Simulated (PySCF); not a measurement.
# A gas-phase reaction: Cl2H2OSi + Cl2 → Cl3HOSi + ClH

Wanted: the reaction energy for `O[SiH](Cl)Cl` + `ClCl` → `O[Si](Cl)(Cl)Cl` + `Cl`.

Programs: PySCF 2.14.0. All values are calculated, for the isolated system unless a continuum is named. Atoms count from 0, parts from 1.

### Step 1. The system as given

Each species was relaxed by itself at PBE0-D3(BJ)/def2-SVPD.

### Step 2. Reaction energy: wB97M-D3(BJ)/def2-TZVPD

Job settings and geometry (Å):

```
{"job": {"kind": "react", "xc": "wB97M-D3(BJ)", "basis": "def2-TZVPD"}, "charge": 0, "multiplicity": 1}
-1 Cl2H2OSi charge 0 multiplicity 1
O      1.243000    -0.183360     0.492270
Si    -0.357370     0.071930     0.208920
Cl    -0.645090     1.767180    -0.931310
Cl    -1.186870    -1.504440    -0.831460
H      1.849830    -0.286140    -0.245900
H     -1.021280     0.219840     1.513930

-1 Cl2 charge 0 multiplicity 1
Cl     1.014630    -0.001110    -0.009750
Cl    -1.014700    -0.005680     0.010940

+1 Cl3HOSi charge 0 multiplicity 1
O      0.943520     0.497790     0.902960
Si    -0.003820    -0.172890    -0.253670
Cl    -1.560300    -1.218690     0.572700
Cl     1.185360    -1.428420    -1.326190
Cl    -0.798680     1.253390    -1.491480
H      0.551860     1.122270     1.520360

+1 ClH charge 0 multiplicity 1
Cl     0.644660     0.002770    -0.008390
H     -0.643440    -0.000970     0.008680
```

With the program's defaults for keys left out, this is: wB97M-D3(BJ)/def2-TZVPD reaction energy of separated species, gas phase.

Started as:

```
$ OMP_NUM_THREADS=1 python cluster_run.py task.json out
```

This one command runs all jobs of the session in turn.

What it wrote:

```text
species 1 (Cl2H2OSi)
coarse grid: 29168 points
cycle   1  E = -1286.5991464293  dE =  3.653e-01  |g| = 7.195e-01  |ddm| = 1.887e+00
cycle   2  E = -1286.5989574487  dE =  1.890e-04  |g| = 7.917e-01  |ddm| = 9.174e-01
cycle   3  E = -1286.7065993425  dE = -1.076e-01  |g| = 6.144e-02  |ddm| = 4.613e-01
cycle   4  E = -1286.7073371618  dE = -7.378e-04  |g| = 2.960e-02  |ddm| = 7.366e-02
cycle   5  E = -1286.7075180490  dE = -1.809e-04  |g| = 3.874e-03  |ddm| = 2.240e-02
cycle   6  E = -1286.7075259402  dE = -7.891e-06  |g| = 1.060e-03  |ddm| = 8.851e-03
final grid: 57376 points
cycle   7  E = -1286.7073976174  dE = -4.832e-07  |g| = 6.117e-04  |ddm| = 2.665e-03
cycle   8  E = -1286.7073976939  dE = -7.659e-08  |g| = 4.796e-04  |ddm| = 9.291e-04
cycle   9  E = -1286.7073977451  dE = -5.115e-08  |g| = 8.276e-05  |ddm| = 3.105e-04
cycle  10  E = -1286.7073977482  dE = -3.096e-09  |g| = 4.802e-05  |ddm| = 1.160e-04
cycle  11  E = -1286.7073977491  dE = -9.268e-10  |g| = 1.396e-05  |ddm| = 8.207e-05
converged SCF energy = -1286.7073977491

species 2 (Cl2)
coarse grid: 12632 points
cycle   1  E = -920.4762353820  dE =  6.389e-02  |g| = 2.472e-01  |ddm| = 1.180e+00
cycle   2  E = -920.4854154217  dE = -9.180e-03  |g| = 1.551e-01  |ddm| = 2.411e-01
cycle   3  E = -920.4902181531  dE = -4.803e-03  |g| = 1.247e-02  |ddm| = 9.692e-02
cycle   4  E = -920.4902875703  dE = -6.942e-05  |g| = 2.486e-03  |ddm| = 1.204e-02
cycle   5  E = -920.4902919261  dE = -4.356e-06  |g| = 2.986e-04  |ddm| = 3.875e-03
final grid: 23496 points
cycle   6  E = -920.4902478872  dE = -4.826e-08  |g| = 9.193e-05  |ddm| = 4.975e-04
cycle   7  E = -920.4902478907  dE = -3.534e-09  |g| = 4.805e-05  |ddm| = 1.125e-04
cycle   8  E = -920.4902478914  dE = -6.264e-10  |g| = 1.456e-05  |ddm| = 4.223e-05
converged SCF energy = -920.4902478914

species 3 (Cl3HOSi)
coarse grid: 33016 points
cycle   1  E = -1746.3042482948  dE =  6.528e-01  |g| = 7.624e-01  |ddm| = 2.074e+00
cycle   2  E = -1746.3032818449  dE =  9.664e-04  |g| = 8.377e-01  |ddm| = 1.070e+00
cycle   3  E = -1746.4287982978  dE = -1.255e-01  |g| = 5.591e-02  |ddm| = 5.345e-01
cycle   4  E = -1746.4293463238  dE = -5.480e-04  |g| = 3.207e-02  |ddm| = 6.991e-02
cycle   5  E = -1746.4295496836  dE = -2.034e-04  |g| = 4.925e-03  |ddm| = 2.219e-02
cycle   6  E = -1746.4295591930  dE = -9.509e-06  |g| = 1.447e-03  |ddm| = 8.760e-03
final grid: 63744 points
cycle   7  E = -1746.4294127557  dE = -5.213e-07  |g| = 1.020e-03  |ddm| = 3.656e-03
cycle   8  E = -1746.4294128371  dE = -8.130e-08  |g| = 9.057e-04  |ddm| = 1.357e-03
cycle   9  E = -1746.4294130171  dE = -1.800e-07  |g| = 1.035e-04  |ddm| = 5.853e-04
cycle  10  E = -1746.4294130197  dE = -2.665e-09  |g| = 3.945e-05  |ddm| = 9.484e-05
cycle  11  E = -1746.4294130204  dE = -6.826e-10  |g| = 2.055e-05  |ddm| = 6.613e-05
converged SCF energy = -1746.4294130204

species 4 (ClH)
coarse grid: 8792 points
cycle   1  E = -460.8503331999  dE = -8.165e-02  |g| = 2.169e-01  |ddm| = 7.239e-01
cycle   2  E = -460.8625127423  dE = -1.218e-02  |g| = 1.397e-01  |ddm| = 2.651e-01
cycle   3  E = -460.8670521580  dE = -4.539e-03  |g| = 1.358e-02  |ddm| = 9.818e-02
cycle   4  E = -460.8670932411  dE = -4.108e-05  |g| = 3.364e-03  |ddm| = 9.545e-03
cycle   5  E = -460.8670994896  dE = -6.248e-06  |g| = 8.516e-04  |ddm| = 3.915e-03
final grid: 17120 points
cycle   6  E = -460.8670682050  dE = -3.715e-07  |g| = 3.676e-04  |ddm| = 8.890e-04
cycle   7  E = -460.8670682513  dE = -4.627e-08  |g| = 1.618e-04  |ddm| = 3.981e-04
cycle   8  E = -460.8670682578  dE = -6.575e-09  |g| = 4.221e-05  |ddm| = 1.295e-04
cycle   9  E = -460.8670682591  dE = -1.312e-09  |g| = 3.972e-06  |ddm| = 6.531e-05
cycle  10  E = -460.8670682592  dE = -4.377e-12  |g| = 8.165e-07  |ddm| = 3.312e-06
converged SCF energy = -460.8670682592

Reaction energy = -62.724 kcal/mol
```

It took 30 s on 1 thread of Arm Neoverse V2, shared host; peak memory 0.78 GiB.

Species by species (with the dispersion term, which the log's SCF energies lack):

```
 ν          species  energy (Eh)  HOMO (eV)
-1     O[SiH](Cl)Cl  -1286.71414     -11.59
-1             ClCl   -920.49147     -11.18
+1  O[Si](Cl)(Cl)Cl  -1746.43795     -11.70
+1               Cl   -460.86761     -11.93
```

### Step 3. Reaction energy: PBE0-D3(BJ)/def2-TZVPD

Same as in step 2 but for these lines:

```diff
@@ -1,2 +1,2 @@
-{"job": {"kind": "react", "xc": "wB97M-D3(BJ)", "basis": "def2-TZVPD"}, "charge": 0, "multiplicity": 1}
+{"job": {"kind": "react", "xc": "PBE0", "basis": "def2-TZVPD", "disp": "d3bj"}, "charge": 0, "multiplicity": 1}
 -1 Cl2H2OSi charge 0 multiplicity 1
```

With the program's defaults for keys left out, this is: PBE0-D3(BJ)/def2-TZVPD reaction energy of separated species, gas phase.

What it wrote:

```text
species 1 (Cl2H2OSi)
coarse grid: 7200 points
cycle   1  E = -1285.9476381894  dE =  3.752e-01  |g| = 7.343e-01  |ddm| = 1.962e+00
cycle   2  E = -1285.7926635853  dE =  1.550e-01  |g| = 1.174e+00  |ddm| = 1.130e+00
cycle   3  E = -1286.0443520803  dE = -2.517e-01  |g| = 1.024e-01  |ddm| = 7.336e-01
cycle   4  E = -1286.0464020639  dE = -2.050e-03  |g| = 4.276e-02  |ddm| = 1.131e-01
cycle   5  E = -1286.0467532954  dE = -3.512e-04  |g| = 8.869e-03  |ddm| = 3.504e-02
cycle   6  E = -1286.0467718920  dE = -1.860e-05  |g| = 3.060e-03  |ddm| = 8.639e-03
cycle   7  E = -1286.0467741956  dE = -2.304e-06  |g| = 3.114e-04  |ddm| = 2.080e-03
final grid: 57376 points
cycle   8  E = -1286.0479349874  dE = -2.206e-05  |g| = 5.244e-03  |ddm| = 2.117e-02
cycle   9  E = -1286.0479302297  dE =  4.758e-06  |g| = 7.057e-03  |ddm| = 6.999e-03
cycle  10  E = -1286.0479387722  dE = -8.543e-06  |g| = 9.684e-04  |ddm| = 4.348e-03
cycle  11  E = -1286.0479389160  dE = -1.438e-07  |g| = 1.246e-04  |ddm| = 5.858e-04
cycle  12  E = -1286.0479389193  dE = -3.251e-09  |g| = 4.245e-05  |ddm| = 1.449e-04
cycle  13  E = -1286.0479389197  dE = -4.561e-10  |g| = 1.168e-05  |ddm| = 3.891e-05
converged SCF energy = -1286.0479389197

species 2 (Cl2)
coarse grid: 3248 points
cycle   1  E = -920.0848708104  dE =  1.015e-01  |g| = 1.608e-01  |ddm| = 1.191e+00
cycle   2  E = -920.0872212694  dE = -2.350e-03  |g| = 8.739e-02  |ddm| = 1.235e-01
cycle   3  E = -920.0886041448  dE = -1.383e-03  |g| = 3.229e-02  |ddm| = 7.027e-02
cycle   4  E = -920.0888552724  dE = -2.511e-04  |g| = 5.428e-04  |ddm| = 2.039e-02
cycle   5  E = -920.0888553818  dE = -1.094e-07  |g| = 2.230e-04  |ddm| = 9.351e-04
final grid: 23496 points
cycle   6  E = -920.0901490342  dE = -8.697e-06  |g| = 2.709e-03  |ddm| = 7.422e-03
cycle   7  E = -920.0901494676  dE = -4.334e-07  |g| = 1.503e-03  |ddm| = 3.012e-03
cycle   8  E = -920.0901497067  dE = -2.391e-07  |g| = 1.103e-04  |ddm| = 1.207e-03
cycle   9  E = -920.0901497093  dE = -2.585e-09  |g| = 4.179e-05  |ddm| = 9.869e-05
cycle  10  E = -920.0901497097  dE = -4.007e-10  |g| = 3.006e-06  |ddm| = 2.417e-05
converged SCF energy = -920.0901497097

species 3 (Cl3HOSi)
coarse grid: 8208 points
cycle   1  E = -1745.4621801758  dE =  6.273e-01  |g| = 7.562e-01  |ddm| = 2.158e+00
cycle   2  E = -1745.3040679802  dE =  1.581e-01  |g| = 1.194e+00  |ddm| = 1.253e+00
cycle   3  E = -1745.5662934989  dE = -2.622e-01  |g| = 1.030e-01  |ddm| = 7.996e-01
cycle   4  E = -1745.5683333640  dE = -2.040e-03  |g| = 4.170e-02  |ddm| = 1.118e-01
cycle   5  E = -1745.5686280584  dE = -2.947e-04  |g| = 1.179e-02  |ddm| = 3.568e-02
cycle   6  E = -1745.5686615802  dE = -3.352e-05  |g| = 3.414e-03  |ddm| = 1.063e-02
cycle   7  E = -1745.5686643620  dE = -2.782e-06  |g| = 4.357e-04  |ddm| = 2.309e-03
final grid: 63744 points
cycle   8  E = -1745.5703865100  dE = -2.580e-05  |g| = 5.693e-03  |ddm| = 2.806e-02
cycle   9  E = -1745.5703817718  dE =  4.738e-06  |g| = 7.302e-03  |ddm| = 7.794e-03
cycle  10  E = -1745.5703907740  dE = -9.002e-06  |g| = 1.210e-03  |ddm| = 4.683e-03
cycle  11  E = -1745.5703910081  dE = -2.340e-07  |g| = 1.101e-04  |ddm| = 7.200e-04
cycle  12  E = -1745.5703910106  dE = -2.484e-09  |g| = 3.134e-05  |ddm| = 1.225e-04
cycle  13  E = -1745.5703910107  dE = -1.933e-10  |g| = 1.341e-05  |ddm| = 3.302e-05
converged SCF energy = -1745.5703910107

species 4 (ClH)
coarse grid: 2248 points
cycle   1  E = -460.6537838566  dE = -4.644e-02  |g| = 1.882e-01  |ddm| = 7.411e-01
cycle   2  E = -460.6558526030  dE = -2.069e-03  |g| = 1.902e-01  |ddm| = 3.151e-01
cycle   3  E = -460.6653814055  dE = -9.529e-03  |g| = 1.506e-02  |ddm| = 1.513e-01
cycle   4  E = -460.6654034627  dE = -2.206e-05  |g| = 2.693e-03  |ddm| = 7.323e-03
cycle   5  E = -460.6654050105  dE = -1.548e-06  |g| = 1.111e-03  |ddm| = 2.553e-03
final grid: 17120 points
cycle   6  E = -460.6658903184  dE = -4.429e-06  |g| = 2.164e-03  |ddm| = 7.336e-03
cycle   7  E = -460.6658903479  dE = -2.949e-08  |g| = 1.795e-03  |ddm| = 2.512e-03
cycle   8  E = -460.6658909656  dE = -6.177e-07  |g| = 1.533e-04  |ddm| = 1.363e-03
cycle   9  E = -460.6658909725  dE = -6.899e-09  |g| = 2.147e-05  |ddm| = 1.086e-04
cycle  10  E = -460.6658909726  dE = -1.013e-10  |g| = 4.934e-06  |ddm| = 1.681e-05
converged SCF energy = -460.6658909726

Reaction energy = -62.456 kcal/mol
```

It took 16 s on 1 thread of Arm Neoverse V2, shared host; peak memory 0.69 GiB.

Reaction energy at this level: -62.46 kcal/mol.

### Step 4. Comparing the runs

Energies in kcal/mol, with wall time:

```
                    run  reaction  time
wB97M-D3(BJ)/def2-TZVPD    -62.72  30 s
 PBE0-D3(BJ)/def2-TZVPD    -62.46  16 s
```

### Step 5. Summary of results

```
                                                quantity                      value
               reaction energy (wB97M-D3(BJ)/def2-TZVPD)            -62.72 kcal/mol
                     ΔH, ΔG at 298 K (xTB thermal terms)      -63.4, -63.0 kcal/mol
range of the reaction energy over the runs of this table  -62.72 to -62.46 kcal/mol
```

**Reading.** The reaction is exothermic by 63.4 kcal/mol in the gas phase; dispersion gives -0.70, and xTB itself gave -27.40 for the electronic energy (xTB energies and thermal terms come from the earlier relaxation of each species, not shown). No barrier was sought. xTB and this level differ widely in the electronic energy, so what comes from xTB (the thermal terms above all) is less safe here. The reaction energy runs from -62.72 (wB97M-D3(BJ)/def2-TZVPD) to -62.46 kcal/mol (PBE0-D3(BJ)/def2-TZVPD).
